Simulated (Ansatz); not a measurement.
# Al2C3: the cost of one run

Method: DFT PBE, scalar-relativistic, plane waves, PAW, in Ansatz 0.2.0.

## Step 1: The starting structure

It takes space group P6/mmm (No. 191, hexagonal). The conventional cell has a = 4.338 Å, b = 4.338 Å, c = 4.777 Å, α = 90.00°, β = 90.00°, γ = 120.00°. Al (site symmetry 6mm) has 2 Al at 2.26 to 2.51 Å and 6 C at 2.45 Å as nearest neighbours. C (site symmetry mmm) has 4 C at 2.17 Å and 4 Al at 2.45 Å as nearest neighbours.

Structure file:

```
Al C
1.0
     4.33834    0.00000    0.00000
    -2.16917    3.75711    0.00000
     0.00000    0.00000    4.77741
Al C
2 3
Cartesian
  0.0000 0.0000 3.6451
  0.0000 0.0000 1.1323
  2.1692 0.0000 0.0000
  -1.0846 1.8786 0.0000
  1.0846 1.8786 0.0000
```

Recipe of the guess: random cell by space group and Wyckoff sites (P6/mmm, No. 191). The dimensions are guesses.

## Step 2: A first look at the guess

Input file input.yaml:

```yaml
crystal:
  lattice:
    - [4.33833966, 0.0, 0.0]
    - [-2.16916983, 3.75711235, 0.0]
    - [0.0, 0.0, 4.77741341]
  atoms:
    - { symbol: Al, position: [0.0, 0.0, 0.76298866] }
    - { symbol: Al, position: [0.0, 0.0, 0.23701134] }
    - { symbol: C, position: [0.5, 0.0, 0.0] }
    - { symbol: C, position: [0.0, 0.5, 0.0] }
    - { symbol: C, position: [0.5, 0.5, 0.0] }
basis:
  ecutwfc: 420
kpoints:
  mp_grid: { grid: [6, 6, 4] }
hamiltonian:
  xc: pbe
scf:
  occupations: { method: gaussian, width: 0.1 }
  lower_state_search: "off"
output:
  forces: true
  stress: true
  eigenvalues: true
```

Started as:

```sh
> ansatz run input.yaml --threads 1 --pin off --max-ram 2560MiB --backend cpu --events-out ev --progress --plain --runs-dir out
```

Q: Estimate wall time and peak memory on 1 thread of Intel Xeon at 2.70GHz, shared host.

About 2.1 s, with a peak of 0.33 GiB.
